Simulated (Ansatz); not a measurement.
NiMoIrPdW:

```
CELL_PARAMETERS angstrom
2.76078 0.00000 0.00000
-1.38039 2.39090 0.00000
0.00000 0.00000 11.34051
ATOMIC_POSITIONS crystal
Ni 0.00000 0.00000 0.70917
Mo 0.66667 0.33333 0.29425
Pd 0.66667 0.33333 0.89901
Ir 0.00000 0.00000 0.10604
W 0.66667 0.33333 0.52921
```

The cell was built by a generator and needn't be a form met in nature.

```yaml
Program: Ansatz 0.2.0
Task: relaxation of cell and atoms
Functional: r2SCAN
Dispersion: D4
Potentials_or_basis: Ansatz PAW
Cutoff: "500 eV (not typed: the program's choice for these potentials)"
k_mesh: 8 × 8 × 2
Occupations: fermi-dirac, width 0.05 eV
Spin: collinear spin, ferromagnetic start
Starting_moments: "[1.0, 1.0, 0.0, 0.6, 0.0] μB"
```

At the start: volume 14.97 Å³/atom.

How do energy, volume and symmetry change on relaxing?

It ends after 7 steps and the volume is 14.53 Å³/atom (-3.0 %); space group P3m1 (No. 156, to 0.05 Å); moment 0.00 μB per cell.

Step by step:
```
step  energy change (eV)  largest force (eV/Å)  volume (Å³)
   1              0.0000                0.2555        74.86
   2             -0.0527                0.0501        72.87
   3             -0.0533                0.1637        72.56
   4             -0.0542                0.0104        72.63
   5             -0.0542                0.0081        72.64
   6             -0.0542                0.0023        72.65
   7             -0.0522                0.0023        72.65
```

Final structure:
```
Ni Mo Pd Ir W
1.0
     2.73917    0.00000    0.00000
    -1.36958    2.37219    0.00000
     0.00000    0.00000   11.17999
Ni Mo Pd Ir W
1 1 1 1 1
Direct
  0.00000 0.00000 0.71051
  0.66667 0.33333 0.29547
  0.66667 0.33333 0.89785
  0.00000 0.00000 0.10368
  0.66667 0.33333 0.53017
```

Caveat: the magnetic or orbital state may not be the lowest; the plane-wave basis is chosen anew once the cell has moved, so the energies of steps on either side of that aren't comparable; pairwise dispersion overbinds metals, which lowers pressure and volume; the PAW data sets come from PBE, with cores solved anew for the run's functional, which leaves a small shift of forces and pressure; the starting moments weren't kept.
